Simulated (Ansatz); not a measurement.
**Ta: a stretch of c alone**

A series on Ta: a stretch of c alone, -6 to +6 %; the rest of the cell is held and the atoms relax. Wanted: energy, stress and any gap along the series.

Computed with Ansatz 0.2.0 (DFT r2SCAN, scalar-relativistic, plane waves, PAW, unless a step's input says otherwise).

2 further runs of the same task are left out: 2 set aside as unsound or not needed.

### Step 1. The system as given

Symmetry: Im-3m, No. 229, cubic system. The conventional cell has a = 3.305 Å, b = 3.305 Å, c = 3.305 Å, α = 90.00°, β = 90.00°, γ = 90.00°. Ta (site symmetry m-3m) has 8 Ta at 2.86 Å in its first shell of neighbours.

Structure file:

```cif
data_structure
_symmetry_space_group_name_H-M 'Im-3m'
_symmetry_Int_Tables_number 229
_cell_length_a 3.3047
_cell_length_b 3.3047
_cell_length_c 3.3047
_cell_angle_alpha 90.000
_cell_angle_beta 90.000
_cell_angle_gamma 90.000
_cell_volume 36.09
loop_
_atom_site_label
_atom_site_type_symbol
_atom_site_symmetry_multiplicity
_atom_site_Wyckoff_symbol
_atom_site_fract_x
_atom_site_fract_y
_atom_site_fract_z
_atom_site_occupancy
Ta1 Ta 2 a 0.00000 0.00000 0.00000 1
```

It goes back to an entry of the Materials Project.

The unstrained cell comes from an earlier run at this level (2 atoms, E(σ→0) -19888.6352 eV, gap none (metal)).

### Step 2. The cell strained by -2.0 %

File input.yaml:

```yaml
crystal:
  lattice:
    - [3.3046647258, 0.0, 0.0]
    - [0.0, 3.3046647258, 0.0]
    - [0.0, 0.0, 3.2385714313]
  atoms:
    - { symbol: Ta, position: [0.0, 0.0, 0.0] }
    - { symbol: Ta, position: [0.5, 0.5, 0.5] }
basis:
  ecutwfc: 500
kpoints:
  mp_grid: { grid: [16, 16, 16] }
hamiltonian:
  xc: r2scan
scf:
  occupations: { method: gaussian, width: 0.1 }
output:
  forces: true
  stress: true
  eigenvalues: true
```

The run is started by

```
ansatz run input.yaml --threads 1 --pin off --max-ram 2560MiB --backend cpu --events-out ev --progress --plain --runs-dir out
```

The session goes on with these runs: the cell strained by +2.0 %; strain -4.0 %; the cell strained by +4.0 %; strain -6.0 %; strain +6.0 %.

Q: Predict the outcome of this session. Wanted: (1/V) d²E/dε² at zero strain, cubic fit.

**Answer**, as computed:

| quantity | value |
| --- | --- |
| largest energy cost | 62.4 meV/atom at -6.0 % |
| (1/V) d²E/dε² at zero strain, cubic fit | 272 GPa |

What this shows: The curvature of the energy, 272 GPa, is the elastic constant along c at held a and b. Compression by 6 % costs 62.4 meV/atom and stretching 47.5. On this cell's mesh the unstrained reference holds a stress of up to 0.19 GPa. The runs treat Ta without spin-orbit coupling.
